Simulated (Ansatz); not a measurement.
# B5Ru: the cost of one run

Program: Ansatz 0.2.0. Level of theory: DFT PBE, scalar-relativistic, plane waves, PAW. These are calculated values, not measurements.

## (1) The structure to begin with

The structure is orthorhombic, space group Amm2 (No. 38). The conventional cell has a = 4.435 Å, b = 3.351 Å, c = 6.383 Å, α = 90.00°, β = 90.00°, γ = 90.00°. B (site symmetry 1) is surrounded by 4 B at 1.50 to 1.79 Å and 1 Ru at 1.93 Å. Around B (site symmetry mm2) lie 4 B at 1.79 Å. Ru (site symmetry mm2) is surrounded by 4 B at 1.93 Å.

Structure file:

```cif
data_structure
_symmetry_space_group_name_H-M 'P 1'
_symmetry_Int_Tables_number 1
_cell_length_a 4.4350
_cell_length_b 3.6047
_cell_length_c 3.6047
_cell_angle_alpha 55.404
_cell_angle_beta 90.000
_cell_angle_gamma 90.000
_cell_volume 47.44
loop_
_atom_site_label
_atom_site_type_symbol
_atom_site_fract_x
_atom_site_fract_y
_atom_site_fract_z
_atom_site_occupancy
B1 B 0.16952 0.83971 0.36608 1
B2 B 0.83048 0.36608 0.83971 1
B3 B 0.16952 0.36608 0.83971 1
B4 B 0.83048 0.83971 0.36608 1
B5 B 0.00000 0.31574 0.31574 1
Ru1 Ru 0.50000 0.96403 0.96403 1
```

A structure generator made this guess: random cell by space group and Wyckoff sites (Amm2, No. 38). The dimensions are guesses.

## (2) A first look at the guess

input.yaml

```yaml
crystal:
  lattice:
    - [4.43499334, 0.0, 0.0]
    - [0.0, 1.67573902, 3.19153606]
    - [0.0, -1.67573902, 3.19153606]
  atoms:
    - { symbol: B, position: [0.16951888, 0.83971229, 0.36608357] }
    - { symbol: B, position: [0.83048112, 0.36608357, 0.83971229] }
    - { symbol: B, position: [0.16951888, 0.36608357, 0.83971229] }
    - { symbol: B, position: [0.83048112, 0.83971229, 0.36608357] }
    - { symbol: B, position: [0.0, 0.31573922, 0.31573922] }
    - { symbol: Ru, position: [0.5, 0.96402782, 0.96402782] }
basis:
  ecutwfc: 420
kpoints:
  mp_grid: { grid: [4, 6, 6] }
hamiltonian:
  xc: pbe
scf:
  occupations: { method: gaussian, width: 0.1 }
  lower_state_search: "off"
output:
  forces: true
  stress: true
  eigenvalues: true
```

Launch:

```console
$ ansatz run input.yaml --threads 1 --pin off --max-ram 2560MiB --backend cpu --events-out ev --progress --plain --runs-dir out
```

What time and memory should one allow on 1 thread of Arm Neoverse N1, shared host?

About 6.9 s, with a peak of 0.33 GiB.
